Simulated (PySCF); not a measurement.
**C4H7BS: geometry, spin-spin couplings**

Wanted: the spin-spin couplings of C4H7BS (`B[C@@H]1C=CSC1`), by calculation.

Programs: PySCF 2.14.0, with density-fitted response routines of our own. Each step states its level of theory. These are calculated values for one molecule in the gas phase, unless marked as measured. Atoms are numbered from 0 throughout.

## (1) Starting geometry

13 atoms, charge 0, multiplicity 1; geometry from: GFN2-xTB. The atoms were then displaced at random by about 0.01 Å, so the start is not that level's minimum.

Bonds of the start (Å): B0–C1 1.58, C1–C2 1.49, C2–C3 1.38, C3–S4 1.73, S4–C5 1.83, C5–C1 1.53, B0–H6 1.17, B0–H7 1.15, C1–H8 1.07, C2–H9 1.07, C3–H10 1.04, C5–H11 1.08, C5–H12 1.10.

## (2) Optimising the geometry at PBE0-D3(BJ)/def2-SVP

The job: settings as JSON, then the geometry in Å.

```
{"job": {"xc": "PBE0", "basis": "def2-SVP", "d3": "d3bj", "grid": 1, "shake": 0.01, "kind": "geom"}, "charge": 0, "multiplicity": 1}
B     -1.147280    -0.927210     0.526710
C     -0.617930     0.073970    -0.571490
C      0.584340    -0.806690    -0.457340
C      1.610220    -0.296210     0.319880
S      1.293920     1.302200     0.893790
C     -0.210220     1.486970    -0.140380
H     -1.053780    -0.626510     1.654320
H     -1.664930    -1.896950     0.195980
H     -1.043880     0.081250    -1.549060
H      0.682470    -1.751490    -0.947560
H      2.500150    -0.768120     0.595340
H     -0.963840     1.981810     0.461850
H      0.036570     2.130080    -0.992370
```

Started as:

```
$ OMP_NUM_THREADS=1 python probes_run.py task.json out
```

The driver reads the jobs from task.json and runs them one after another.

Log:

```text
step   0  E = -579.01747704  max force = 0.062556
step   1  E = -579.02445323  max force = 0.018693
step   2  E = -579.02515595  max force = 0.003960
step   3  E = -579.02530066  max force = 0.004896
step   4  E = -579.02544886  max force = 0.001340
step   5  E = -579.02546603  max force = 0.000903
step   6  E = -579.02547683  max force = 0.000386
optimisation converged
```

Run time: 72 s. Hardware: 1 thread of Arm Neoverse N1, shared host; peak memory 0.5 GiB.

Relaxation path:

```
step  energy from step 0 (eV)  largest force component (eV/Å)
   0                   0.0000                          3.2168
   1                  -0.1898                          0.9612
   2                  -0.2090                          0.2036
   3                  -0.2129                          0.2518
   4                  -0.2169                          0.0689
   5                  -0.2174                          0.0464
   6                  -0.2177                          0.0198
```

Distances of close pairs at the start and the end, largest changes first:

```
  bond  before (Å)  after (Å)  change (Å)
 B0–H7       1.148      1.209      +0.062
C3–H10       1.044      1.093      +0.048
 B0–H6       1.171      1.208      +0.037
 C1–H8       1.066      1.097      +0.031
 C2–C3       1.385      1.358      -0.026
 C2–H9       1.069      1.090      +0.021
 C1–C2       1.495      1.513      +0.018
C5–H11       1.084      1.099      +0.015
```

The next job starts from the end point, and lists it.

```
                         at the end point                value
  point group (found at 0.08 Å tolerance)                   C1
rotational constants (GHz, main isotopes)  5.193, 2.982, 2.409
                        dipole moment (D)                 1.79
```

## (3) J couplings: B3LYP/cc-pVTZ

The job: settings as JSON, then the geometry in Å.

```
{"job": {"kind": "j", "xc": "B3LYP", "basis": "cc-pVTZ"}, "charge": 0, "multiplicity": 1}
B     -1.158443    -0.885636     0.395111
C     -0.574908     0.139818    -0.635452
C      0.605281    -0.791547    -0.466032
C      1.473979    -0.364184     0.486668
S      1.174895     1.219957     1.116623
C     -0.148199     1.513372    -0.131828
H     -1.113235    -0.652382     1.579172
H     -1.664929    -1.906725    -0.009495
H     -0.994058     0.148901    -1.649119
H      0.733993    -1.727489    -1.010115
H      2.336815    -0.924016     0.855516
H     -0.962594     2.061282     0.361962
H      0.276303     2.147851    -0.927047
```

Method: B3LYP/cc-pVTZ indirect spin-spin coupling, non-relativistic, gas phase.

Log:

```text
coarse grid: 11400 points
cycle   1  E = -579.6932359590  dE =  7.041e-01  |g| = 3.594e-01  |ddm| = 7.638e+00
cycle   2  E = -579.6522569504  dE =  4.098e-02  |g| = 5.282e-01  |ddm| = 1.694e+00
cycle   3  E = -579.7284160849  dE = -7.616e-02  |g| = 1.158e-01  |ddm| = 9.875e-01
cycle   4  E = -579.7317337553  dE = -3.318e-03  |g| = 4.542e-02  |ddm| = 2.371e-01
cycle   5  E = -579.7322330293  dE = -4.993e-04  |g| = 1.164e-02  |ddm| = 7.459e-02
cycle   6  E = -579.7322640765  dE = -3.105e-05  |g| = 4.461e-03  |ddm| = 2.233e-02
cycle   7  E = -579.7322689630  dE = -4.886e-06  |g| = 1.039e-03  |ddm| = 7.700e-03
final grid: 105392 points
cycle   8  E = -579.7346528940  dE = -6.112e-05  |g| = 4.939e-03  |ddm| = 1.069e-01
cycle   9  E = -579.7346463899  dE =  6.504e-06  |g| = 7.044e-03  |ddm| = 2.007e-02
cycle  10  E = -579.7346587626  dE = -1.237e-05  |g| = 7.420e-04  |ddm| = 1.136e-02
cycle  11  E = -579.7346588774  dE = -1.148e-07  |g| = 4.436e-04  |ddm| = 1.822e-03
cycle  12  E = -579.7346589291  dE = -5.161e-08  |g| = 1.310e-04  |ddm| = 8.102e-04
cycle  13  E = -579.7346589328  dE = -3.756e-09  |g| = 4.810e-05  |ddm| = 2.280e-04
cycle  14  E = -579.7346589334  dE = -5.573e-10  |g| = 8.847e-06  |ddm| = 7.591e-05
converged SCF energy = -579.7346589334

Indirect spin-spin couplings (Hz)
  i      j    bonds     total        FC       PSO       DSO        SD
  0 B    1 C    1     31.851    33.791    -2.124     0.242    -0.058
  0 B    2 C    2     -7.544    -8.421     0.157     0.178     0.542
  0 B    3 C    3     -0.292     0.369    -0.185     0.038    -0.513
  0 B    4 S    3     -0.226     0.192    -0.161    -0.003    -0.254
  0 B    5 C    2      0.189     0.228    -0.052     0.005     0.007
  0 B    6 H    1    144.237   144.211    -1.158     0.702     0.482
  0 B    7 H    1    136.478   136.510    -1.077     0.606     0.440
  0 B    8 H    2     -1.061    -0.699    -0.044    -0.352     0.034
  0 B    9 H    3      0.417     0.224     0.175    -0.057     0.075
  0 B   11 H    3      3.577     3.592    -0.050     0.004     0.031
  0 B   12 H    3      7.728     7.807     0.432    -0.555     0.045
  1 C    2 C    1     13.448    14.826    -1.640     0.261         -
  1 C    3 C    2      3.297     3.436    -0.163     0.023         -
  1 C    4 S    2     -1.073    -0.529    -0.545     0.002         -
  1 C    5 C    1     28.000    28.390    -0.649     0.259         -
  1 C    6 H    2      0.778     1.027    -0.230    -0.019         -
  1 C    7 H    2      4.833     5.105    -0.227    -0.044         -
  1 C    8 H    1    142.786   140.779     1.013     0.994         -
  1 C    9 H    2      6.924     6.998     0.194    -0.268         -
  1 C   10 H    3      6.375     6.457     0.402    -0.484         -
  1 C   11 H    2     -0.027    -0.053     0.067    -0.042         -
  1 C   12 H    2     -3.183    -3.148     0.016    -0.051         -
  2 C    3 C    1     75.869    83.535    -7.910     0.244         -
  2 C    4 S    2     -0.124     0.046    -0.163    -0.006         -
  2 C    5 C    2      0.554     0.913    -0.399     0.040         -
  2 C    6 H    3      0.148    -0.009     0.136     0.021         -
  2 C    7 H    3      0.832     0.684     0.038     0.110         -
  2 C    8 H    2     -4.583    -4.490     0.004    -0.097         -
  2 C    9 H    1    165.427   163.953     0.562     0.912         -
  2 C   10 H    2      4.852     6.027    -0.792    -0.384         -
  2 C   11 H    3      8.198     8.408     0.200    -0.411         -
  2 C   12 H    3      0.103     0.178     0.036    -0.110         -
  3 C    4 S    1    -20.098   -14.987    -5.154     0.043         -
  3 C    5 C    2      2.349     2.453    -0.128     0.025         -
  3 C    6 H    4      1.749     1.643    -0.096     0.203         -
  3 C    7 H    4      0.154     0.161     0.175    -0.183         -
  3 C    8 H    3      8.572     8.674     0.340    -0.442         -
  3 C    9 H    2      7.619     8.944    -0.980    -0.345         -
  3 C   10 H    1    170.934   170.044    -0.018     0.908         -
  3 C   11 H    3      3.162     3.523     0.083    -0.445         -
  3 C   12 H    3     -0.440    -0.264     0.019    -0.196         -
  4 S    5 C    1    -10.737   -12.250     1.472     0.041         -
  4 S    6 H    4      0.486     0.575    -0.133     0.045         -
  4 S    8 H    3      1.519     1.709    -0.064    -0.126         -
  4 S    9 H    3      1.582     1.502     0.223    -0.143         -
  4 S   10 H    2     10.424    11.202    -0.697    -0.080         -
  4 S   11 H    2      5.659     5.436     0.252    -0.029         -
  4 S   12 H    2      2.152     2.275    -0.092    -0.031         -
  5 C    6 H    3      6.121     6.076    -0.056     0.101         -
  5 C    7 H    3      7.232     7.287     0.229    -0.284         -
  5 C    8 H    2      4.256     4.208     0.149    -0.100         -
  5 C    9 H    3      5.354     5.445     0.337    -0.427         -
  5 C   10 H    3      4.748     4.880     0.366    -0.499         -
  5 C   11 H    1    133.819   132.308     0.609     0.903         -
  5 C   12 H    1    130.247   128.657     0.677     0.912         -
  6 H    7 H    2      2.637     2.975     1.209    -1.547         -
  6 H    8 H    3      4.735     5.117     1.571    -1.953         -
  6 H    9 H    4     -0.356    -0.209     1.110    -1.257         -
  6 H   10 H    5      0.334     0.384     0.509    -0.559         -
  6 H   11 H    4     -0.166    -0.364    -0.370     0.568         -
  6 H   12 H    4     -0.790    -0.524     1.287    -1.553         -
  7 H    8 H    3      3.781     3.776     0.223    -0.217         -
  7 H    9 H    4      3.453     3.243    -0.384     0.594         -
  7 H   11 H    4     -0.577    -0.429     0.777    -0.926         -
  7 H   12 H    4      0.364     0.570     1.200    -1.407         -
  8 H    9 H    3      3.084     3.026     0.495    -0.437         -
  8 H   10 H    4     -1.955    -1.657     1.626    -1.924         -
  8 H   11 H    3      0.681     0.724     1.101    -1.143         -
  8 H   12 H    3      7.710     7.508     0.097     0.105         -
  9 H   10 H    3      5.220     5.350     0.517    -0.648         -
  9 H   11 H    4      0.368     0.687     1.656    -1.976         -
  9 H   12 H    4     -0.722    -0.537     1.153    -1.338         -
 10 H   11 H    4     -0.447     0.186     1.489    -2.122         -
 10 H   12 H    4     -0.216     0.255     1.206    -1.678         -
 11 H   12 H    2     -8.215    -8.471     2.260    -2.004         -
```

Run time: 95 s. Hardware: 1 thread of Arm Neoverse N1, shared host; peak memory 1 GiB.

The basis is not made for couplings: without tight functions at the nuclei these values are rough.

A choice of the couplings up to four bonds, sorted by the number of bonds, with means over like pairs; isotopes 11B, 13C, 1H, 33S:

```
   pair  bonds  J (Hz)  Fermi contact (Hz)  dihedral (°)
 C3–H10      1   170.9               170.0             –
  C2–H9      1   165.4               164.0             –
  C1–H8      1   142.8               140.8             –
  B0–H6      1   140.4               140.4             –
 C5–H11      1   133.8               132.3             –
 C5–H12      1   130.2               128.7             –
  C2–C3      1    75.9                83.5             –
  B0–C1      1    31.9                33.8             –
  C1–C5      1    28.0                28.4             –
 S4–H10      2    10.4                11.2             –
H11–H12      2    -8.2                -8.5             –
  C3–H9      2     7.6                 8.9             –
  B0–C2      2    -7.5                -8.4             –
  C1–H9      2     6.9                 7.0             –
 S4–H11      2     5.7                 5.4             –
 C2–H10      2     4.9                 6.0             –
  C2–H8      2    -4.6                -4.5             –
  C5–H8      2     4.3                 4.2             –
  C3–H8      3     8.6                 8.7           150
 C2–H11      3     8.2                 8.4          -145
 B0–H12      3     7.7                 7.8           178
 H8–H12      3     7.7                 7.5           -36
  C5–H6      3     6.7                 6.7             –
 C1–H10      3     6.4                 6.5           173
  C5–H9      3     5.4                 5.4          -159
 H9–H10      3     5.2                 5.3            -4
 C5–H10      3     4.7                 4.9           172
 H8–H10      4    -2.0                -1.7             –
  H6–H9      4     1.5                 1.5             –
```

The spin-dipole term was solved for some atoms only; pairs without it lack that part.

The response was solved for the nuclei of B, C, H alone, so couplings that need other nuclei can be missing.

Quadrupole couplings from the field gradients of the same density:

```
atom  isotope  eQq/h (MHz)     η
  S4      33S         35.5  0.85
  B0      11B        4.689  0.09
```

## (4) Indirect couplings: B3LYP/6-31G*

Same as in step 3 but for these lines:

```diff
@@ -1,2 +1,2 @@
-{"job": {"kind": "j", "xc": "B3LYP", "basis": "cc-pVTZ"}, "charge": 0, "multiplicity": 1}
+{"job": {"kind": "j", "xc": "B3LYP", "basis": "6-31G*"}, "charge": 0, "multiplicity": 1}
 B     -1.158443    -0.885636     0.395111
```

Level: B3LYP/6-31G* indirect spin-spin coupling, non-relativistic, gas phase.

Log:

```text
coarse grid: 11400 points
cycle   1  E = -579.6515570304  dE =  7.254e-01  |g| = 3.419e-01  |ddm| = 3.454e+00
cycle   2  E = -579.6195917959  dE =  3.197e-02  |g| = 4.865e-01  |ddm| = 9.597e-01
cycle   3  E = -579.6853595106  dE = -6.577e-02  |g| = 1.113e-01  |ddm| = 6.641e-01
cycle   4  E = -579.6887283671  dE = -3.369e-03  |g| = 3.523e-02  |ddm| = 1.574e-01
cycle   5  E = -579.6890387792  dE = -3.104e-04  |g| = 9.250e-03  |ddm| = 4.323e-02
cycle   6  E = -579.6890600247  dE = -2.125e-05  |g| = 3.580e-03  |ddm| = 1.570e-02
cycle   7  E = -579.6890635966  dE = -3.572e-06  |g| = 7.002e-04  |ddm| = 4.626e-03
final grid: 105392 points
cycle   8  E = -579.6281536223  dE = -1.601e-05  |g| = 4.962e-03  |ddm| = 1.713e-02
cycle   9  E = -579.6281472026  dE =  6.420e-06  |g| = 7.035e-03  |ddm| = 1.256e-02
cycle  10  E = -579.6281602841  dE = -1.308e-05  |g| = 6.320e-04  |ddm| = 7.965e-03
cycle  11  E = -579.6281604006  dE = -1.165e-07  |g| = 2.607e-04  |ddm| = 1.299e-03
cycle  12  E = -579.6281604189  dE = -1.828e-08  |g| = 8.019e-05  |ddm| = 3.310e-04
cycle  13  E = -579.6281604204  dE = -1.484e-09  |g| = 3.037e-05  |ddm| = 9.739e-05
cycle  14  E = -579.6281604206  dE = -2.283e-10  |g| = 6.990e-06  |ddm| = 3.335e-05
converged SCF energy = -579.6281604206

Indirect spin-spin couplings (Hz)
  i      j    bonds     total        FC       PSO       DSO        SD
  0 B    1 C    1     45.797    47.285    -1.706     0.241    -0.023
  0 B    2 C    2    -10.056   -10.852     0.192     0.179     0.425
  0 B    3 C    3      1.569     2.126    -0.157     0.037    -0.437
  0 B    4 S    3      0.438     0.798    -0.138    -0.003    -0.219
  0 B    5 C    2     -1.471    -1.462    -0.017     0.005     0.003
  0 B    6 H    1    159.014   159.212    -1.340     0.766     0.375
  0 B    7 H    1    149.496   149.763    -1.280     0.676     0.337
  0 B    8 H    2     -2.119    -1.719    -0.093    -0.341     0.034
  0 B    9 H    3      0.498     0.350     0.142    -0.047     0.053
  0 B   10 H    4     -1.186    -1.281     0.173    -0.308     0.230
  0 B   11 H    3      3.943     3.956    -0.048     0.006     0.029
  0 B   12 H    3      8.343     8.531     0.325    -0.550     0.037
  1 C    2 C    1     34.453    35.481    -1.291     0.263         -
  1 C    3 C    2      2.306     2.381    -0.099     0.023         -
  1 C    4 S    2     -0.886    -0.365    -0.522     0.002         -
  1 C    5 C    1     52.614    52.884    -0.530     0.260         -
  1 C    6 H    2      0.937     1.199    -0.249    -0.013         -
  1 C    7 H    2      5.528     5.787    -0.220    -0.039         -
  1 C    8 H    1    162.172   160.487     0.619     1.066         -
  1 C    9 H    2      6.289     6.412     0.134    -0.256         -
  1 C   10 H    3      5.563     5.738     0.302    -0.477         -
  1 C   11 H    2     -0.598    -0.620     0.055    -0.032         -
  1 C   12 H    2     -3.071    -3.018    -0.014    -0.039         -
  2 C    3 C    1     81.680    88.560    -7.123     0.243         -
  2 C    4 S    2      0.800     0.905    -0.098    -0.006         -
  2 C    5 C    2     -0.122     0.148    -0.310     0.040         -
  2 C    6 H    3      0.664     0.511     0.127     0.027         -
  2 C    7 H    3      0.117    -0.043     0.044     0.117         -
  2 C    8 H    2     -6.619    -6.489    -0.045    -0.085         -
  2 C    9 H    1    180.354   179.210     0.147     0.997         -
  2 C   10 H    2      1.325     2.548    -0.850    -0.373         -
  2 C   11 H    3      8.159     8.438     0.127    -0.406         -
  2 C   12 H    3      0.568     0.662     0.013    -0.107         -
  3 C    4 S    1    -12.591    -8.195    -4.440     0.044         -
  3 C    5 C    2      2.773     2.824    -0.077     0.026         -
  3 C    6 H    4      0.458     0.293    -0.039     0.204         -
  3 C    7 H    4     -0.443    -0.404     0.142    -0.181         -
  3 C    8 H    3     10.710    10.887     0.261    -0.438         -
  3 C    9 H    2      4.359     5.670    -0.974    -0.337         -
  3 C   10 H    1    181.179   180.602    -0.415     0.993         -
  3 C   11 H    3      3.231     3.648     0.022    -0.439         -
  3 C   12 H    3     -0.893    -0.700    -0.002    -0.191         -
  4 S    5 C    1     -4.498    -5.960     1.421     0.042         -
  4 S    6 H    4      0.508     0.592    -0.129     0.045         -
  4 S    8 H    3      1.425     1.634    -0.085    -0.125         -
  4 S    9 H    3      1.592     1.604     0.129    -0.141         -
  4 S   10 H    2      8.565     9.415    -0.773    -0.077         -
  4 S   11 H    2      4.152     3.952     0.227    -0.027         -
  4 S   12 H    2      1.052     1.181    -0.099    -0.029         -
  5 C    6 H    3      5.808     5.734    -0.031     0.105         -
  5 C    7 H    3      6.616     6.702     0.194    -0.281         -
  5 C    8 H    2      2.954     2.873     0.174    -0.092         -
  5 C    9 H    3      5.097     5.246     0.273    -0.422         -
  5 C   10 H    3      5.194     5.405     0.280    -0.492         -
  5 C   11 H    1    158.861   157.602     0.297     0.962         -
  5 C   12 H    1    154.619   153.284     0.364     0.970         -
  6 H    7 H    2      0.992     1.935     0.516    -1.458         -
  6 H    8 H    3      4.120     4.969     1.066    -1.915         -
  6 H    9 H    4     -0.751    -0.242     0.716    -1.225         -
  6 H   10 H    5      0.333     0.592     0.282    -0.541         -
  6 H   12 H    4     -1.164    -0.547     0.915    -1.531         -
  7 H    8 H    3      3.975     4.126     0.034    -0.185         -
  7 H    9 H    4      3.639     3.430    -0.406     0.616         -
  7 H   11 H    4     -0.891    -0.497     0.515    -0.909         -
  8 H    9 H    3      3.240     3.411     0.226    -0.397         -
  8 H   10 H    4     -2.570    -1.823     1.152    -1.899         -
  8 H   11 H    3      0.300     0.768     0.633    -1.101         -
  8 H   12 H    3      7.551     7.558    -0.150     0.143         -
  9 H   10 H    3      5.665     6.164     0.103    -0.602         -
  9 H   12 H    4     -1.082    -0.564     0.798    -1.315         -
 10 H   11 H    4     -0.847     0.230     1.020    -2.097         -
 10 H   12 H    4     -0.642     0.216     0.796    -1.654         -
 11 H   12 H    2    -11.617   -10.997     1.260    -1.879         -
```

It took 22 s on 1 thread of Arm Neoverse N1, shared host; peak memory 0.6 GiB.

The basis is not made for couplings: without tight functions at the nuclei these values are rough.

Key values: J(C3,H10) 181.2 Hz, J(C2,H9) 180.4 Hz, J(C1,H8) 162.2 Hz (means over like pairs).

## (5) Comparing the runs: spin-spin couplings

Couplings (Hz), each a mean over the pairs like the one named, with basis size and wall time:

```
          run  C3–H10  C2–H9  C1–H8  B0–H6  C5–H11  C5–H12  C2–C3  functions  time
B3LYP/cc-pVTZ   170.9  165.4  142.8  140.4   133.8   130.2   75.9        282  95 s
 B3LYP/6-31G*   181.2  180.4  162.2  154.3   158.9   154.6   81.7        102  22 s
```

## (6) What came out

| quantity | value |
| --- | --- |
| point group | C1 |
| rotational constants (main isotopes) | 5.19, 2.98, 2.41 GHz |
| largest coupling of the table (B3LYP/cc-pVTZ) | ¹J(C,H) C3–H10, 170.9 Hz |
| range of J(C3,H10), mean over like pairs | 170.9 to 181.2 Hz |

**Reading.** Over 6 steps the energy fell by 0.218 eV; of the close pairs, B0–H7 changed most, 1.148 to 1.209 Å. Of the pairs tabulated at B3LYP/cc-pVTZ, C3–H10 couples most strongly (170.9 Hz; Fermi contact 170.0 Hz). Couplings across rotatable bonds belong to this one conformer; where others are populated, the observed values are averages. The coupling C3–H10, as a mean over pairs of its kind, runs from 170.9 Hz (B3LYP/cc-pVTZ) to 181.2 Hz (B3LYP/6-31G*). Couplings from bases without tight functions are rough.
